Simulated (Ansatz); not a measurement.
**MgFBr: the band gap up the ladder of functionals**

An exercise on one series of results from a longer session: the logs are not shown, and one member is left open.

The runs shown are made with Ansatz 0.2.0. PAW datasets, plane waves. (Calculated; spin-unpolarised; the phase may be known or hypothetical.)

## The structure to begin with

The cell was relaxed beforehand with r2SCAN.

In-plane lattice: a = 3.484 Å, b = 3.484 Å, γ = 120.0°; thickness between the outer nuclei 2.44 Å. Around Mg lie 3 F at 2.17 Å and 3 Br at 2.58 Å; around F lie 3 Mg at 2.17 Å; around Br lie 3 Mg at 2.58 Å.

The structure in full:

```
Mg F Br
1.0
     3.48361    0.00000    0.00000
    -1.74180    3.01689    0.00000
     0.00000    0.00000   28.98756
Mg F Br
1 1 1
Direct
  0.00000 0.00000 0.31970
  0.33333 0.66667 0.34799
  0.66667 0.33333 0.26375
```
Periodic in the plane only; c spans the vacuum.

Set-up of the first run:

Contents of input.yaml:

```yaml
crystal:
  lattice:
    - [3.4836060161, 0.0, 0.0]
    - [-1.741803008, 3.0168913067, 0.0]
    - [0.0, 0.0, 28.987557736]
  atoms:
    - { symbol: Mg, position: [0.0, 0.0, 0.3196952292] }
    - { symbol: F, position: [0.3333333333, 0.6666666667, 0.3479927643] }
    - { symbol: Br, position: [0.6666666667, 0.3333333333, 0.2637461151] }
  periodic: [true, true, false]
kpoints:
  mp_grid: { grid: [12, 12, 1] }
  band_path:
    path:
      - [0, 0, 0]
      - [0.5, 0, 0]
      - [0.3333333333333, 0.3333333333333, 0]
      - [0, 0, 0]
    npoints: 10
hamiltonian:
  xc: pbe
scf:
  occupations: { method: fermi_dirac, width: 0.02 }
  n_extra_bands: 4
output:
  forces: true
  stress: true
  eigenvalues: true
  write_density: true
  write_potential: true
  elf: true
  volumetric_format: npy
```

Command:

```console
$ ansatz run input.yaml --threads 4 --pin off --max-ram 5529MiB --backend cpu --events-out ev --progress --plain --runs-dir out
```

Steps of the session up to this table: PBE bands along the symmetry lines; Single point with r2SCAN; HSE06 at the same geometry; PBE+SOC; Single point with PBE0; Single point with LDA; HSE06+SOC at the same geometry; r2SCAN0 at the same geometry; LC-ωPBE at the same geometry.

One of the session's tables, all rows but one given; the rest of the session is left out.

| level | gap (eV) |
| --- | --- |
| PBE | ? |
| r2SCAN | 3.53 |
| HSE06 | 4.02 |
| PBE+SOC | 2.72 |
| PBE0 | 4.74 |
| LDA | 2.74 |
| HSE06+SOC | 3.82 |
| r2SCAN0 | 5.12 |
| LC-ωPBE | 8.65 |

Estimate the missing values for PBE.

As computed: gap (eV): 2.91. In the column «gap (eV)» it lies between LDA (2.74) and r2SCAN (3.53).

Meshes: PBE 12×12×1, r2SCAN 12×12×1, HSE06 6×6×1, PBE+SOC 12×12×1, PBE0 6×6×1, LDA 12×12×1, HSE06+SOC 6×6×1, r2SCAN0 6×6×1, LC-ωPBE 6×6×1.

The gap runs from 2.72 eV (PBE+SOC) to 8.65 eV (LC-ωPBE). Against HSE06, PBE is short by 1.11 eV, at 72 % of it, and r2SCAN 88 %. PBE0 lies 0.72 eV above HSE06, which differs from it by screening the long-range exchange.

Caveats from the session: Warnings in the runs' records: xc potential rough in thin density, stress scf threshold loose, stress exchange threshold loose.
